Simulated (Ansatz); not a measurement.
# Li7Sb: the cost of one run

Method: DFT PBE, scalar-relativistic, plane waves, PAW, in Ansatz 0.2.0.

## 1. The system as given

Symmetry: F-43m, No. 216, cubic system. Conventional cell: a = 7.946 Å, b = 7.946 Å, c = 7.946 Å, α = 90.00°, β = 90.00°, γ = 90.00°. Li (site symmetry 2mm) has 4 Li at 2.13 Å as nearest neighbours. Around Li (site symmetry -43m) lie 12 Li at 2.85 Å. Sb (site symmetry -43m) has 12 Li at 2.85 Å as nearest neighbours.

Structure file:

```cif
data_structure
_symmetry_space_group_name_H-M 'P 1'
_symmetry_Int_Tables_number 1
_cell_length_a 5.6190
_cell_length_b 5.6190
_cell_length_c 5.6190
_cell_angle_alpha 60.000
_cell_angle_beta 60.000
_cell_angle_gamma 60.000
_cell_volume 125.45
loop_
_atom_site_label
_atom_site_type_symbol
_atom_site_fract_x
_atom_site_fract_y
_atom_site_fract_z
_atom_site_occupancy
Li1 Li 0.56069 0.93931 0.93931 1
Li2 Li 0.93931 0.56069 0.56069 1
Li3 Li 0.93931 0.56069 0.93931 1
Li4 Li 0.56069 0.93931 0.56069 1
Li5 Li 0.93931 0.93931 0.56069 1
Li6 Li 0.56069 0.56069 0.93931 1
Li7 Li 0.50000 0.50000 0.50000 1
Sb1 Sb 0.00000 0.00000 0.00000 1
```

The cell is invented: random cell by space group and Wyckoff sites (F-43m, No. 216). Lengths come from tabulated atomic sizes and are only a guess.

## 2. The guess as it stands, on a coarse mesh

Input file input.yaml:

```yaml
crystal:
  lattice:
    - [0.0, 3.97323834, 3.97323834]
    - [3.97323834, 0.0, 3.97323834]
    - [3.97323834, 3.97323834, 0.0]
  atoms:
    - { symbol: Li, position: [0.56069173, 0.93930827, 0.93930827] }
    - { symbol: Li, position: [0.93930827, 0.56069173, 0.56069173] }
    - { symbol: Li, position: [0.93930827, 0.56069173, 0.93930827] }
    - { symbol: Li, position: [0.56069173, 0.93930827, 0.56069173] }
    - { symbol: Li, position: [0.93930827, 0.93930827, 0.56069173] }
    - { symbol: Li, position: [0.56069173, 0.56069173, 0.93930827] }
    - { symbol: Li, position: [0.5, 0.5, 0.5] }
    - { symbol: Sb, position: [0.0, 0.0, 0.0] }
basis:
  ecutwfc: 420
kpoints:
  mp_grid: { grid: [4, 4, 4] }
hamiltonian:
  xc: pbe
scf:
  occupations: { method: gaussian, width: 0.1 }
  lower_state_search: "off"
output:
  forces: true
  stress: true
  eigenvalues: true
```

On the command line:

```sh
$ ansatz run input.yaml --threads 1 --pin off --max-ram 2560MiB --backend cpu --events-out ev --progress --plain --runs-dir out
```

**Question.** How long does this run take on 1 thread of Intel Xeon Platinum 8259CL at 2.50GHz (Skylake/Cascade Lake), shared host, and how much memory does it need?

About 2.8 s, with a peak of 0.39 GiB.
